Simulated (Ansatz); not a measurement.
Write a Python script for Ansatz 0.2.0, Python API that makes a convergence test of the k-point mesh of Ta, space group Fm-3m. Level of theory (first run): PBEsol, PAW, cutoff 420 eV, 3×3×3 k-points, Fermi-Dirac smearing of 0.1 eV. The script varies spacing (1/A): 0.9, 0.7, 0.55, 0.45, 0.35.

```cif
data_structure
_symmetry_space_group_name_H-M 'P 1'
_symmetry_Int_Tables_number 1
_cell_length_a 2.9840
_cell_length_b 2.9840
_cell_length_c 2.9840
_cell_angle_alpha 60.000
_cell_angle_beta 60.000
_cell_angle_gamma 60.000
_cell_volume 18.79
loop_
_atom_site_label
_atom_site_type_symbol
_atom_site_fract_x
_atom_site_fract_y
_atom_site_fract_z
_atom_site_occupancy
Ta1 Ta 0.00000 0.00000 0.00000 1
```

`ta.py`:
```python
"""k-point test for Ta."""

import logging
import sys

import ansatz as az
from pymatgen.core import Lattice, Structure
from pymatgen.io.ase import AseAtomsAdaptor
from tabulate import tabulate

logging.basicConfig(stream=sys.stdout, format="%(name)s: %(message)s")
logger = logging.getLogger("ansatz_job")
logger.setLevel(logging.INFO)

FUNCTIONAL = "PBEsol"
CUTOFF_EV = 420
FILLING = "fermi_dirac"
TOLERANCE = 1e-10


def main() -> None:
    pmg_structure = Structure(
        Lattice([(0.0, 2.11, 2.11), (2.11, 0.0, 2.11), (2.11, 2.11, 0.0)]),
        ["Ta"],
        [
            (0.0, 0.0, 0.0),
        ],
    )
    system = az.Crystal.from_ase(AseAtomsAdaptor.get_atoms(pmg_structure))

    job = (
        system.calculation()
        .functional(FUNCTIONAL)
        .basis(CUTOFF_EV)  # cutoff of the orbital basis
        .occupations(FILLING, width=100 * az.meV)  # the run then minimises F = E - TS
        .scf(tolerance=TOLERANCE)
        .forces()
        .stress()
    )

    rows = []
    for value in [0.9, 0.7, 0.55, 0.45, 0.35]:
        rep = job.kpoints(spacing=value).run().report
        rows.append((value, rep["free_energy_ev"] / len(rep["lattice"]["sites"]), rep["n_iterations"], sum(rep["stress_gpa"][i][i] for i in range(3)) / 3, max(abs(f) for row in rep["forces_ev_ang"] for f in row), rep["n_kpoints"]))

    print(tabulate(rows, headers=["spacing (1/A)", "F/atom (eV)", "iterations", "P (GPa)", "max component (eV/A)", "k-points"], floatfmt=".4f", tablefmt="simple"))

    # differences from the last row
    for row in rows[:-1]:
        shift = 1000 * (row[1] - rows[-1][1])
        logger.info(f"{row[0]}: {shift:+.2f} meV/atom" + ("  (within 5 meV)" if abs(shift) < 5 else ""))


if __name__ == "__main__":
    main()
```

`python ta.py` gives:
```text
  spacing (1/A)    F/atom (eV)    iterations    P (GPa)    max component (eV/A)    k-points
---------------  -------------  ------------  ---------  ----------------------  ----------
         0.9000     -9805.9826             7     3.2491                  0.0000           4
         0.7000     -9806.2866             6    -4.7319                  0.0000           8
         0.5500     -9806.2833             6    -6.7997                  0.0000          10
         0.4500     -9806.2514             7    -6.2233                  0.0000          16
         0.3500     -9806.2341             6    -4.8535                  0.0000          29
ansatz_job: 0.9: +251.46 meV/atom
ansatz_job: 0.7: -52.46 meV/atom
ansatz_job: 0.55: -49.18 meV/atom
ansatz_job: 0.45: -17.27 meV/atom
```

Reading the output:
- No spin polarisation was allowed.
- Forces vanish by symmetry here and test nothing.
- Pressure is positive in compression.
- Spin-orbit coupling, which matters for elements this heavy, is left out.
- This isn't the structure that Ta takes at ambient conditions.
- Shifts are counted from the finest mesh, which is itself no proven limit.
- It ran for 3.4 s on 1 thread of Intel(R) Xeon(R) Processor @ 2.30GHz, on a shared host, peak memory 0.51 GiB.
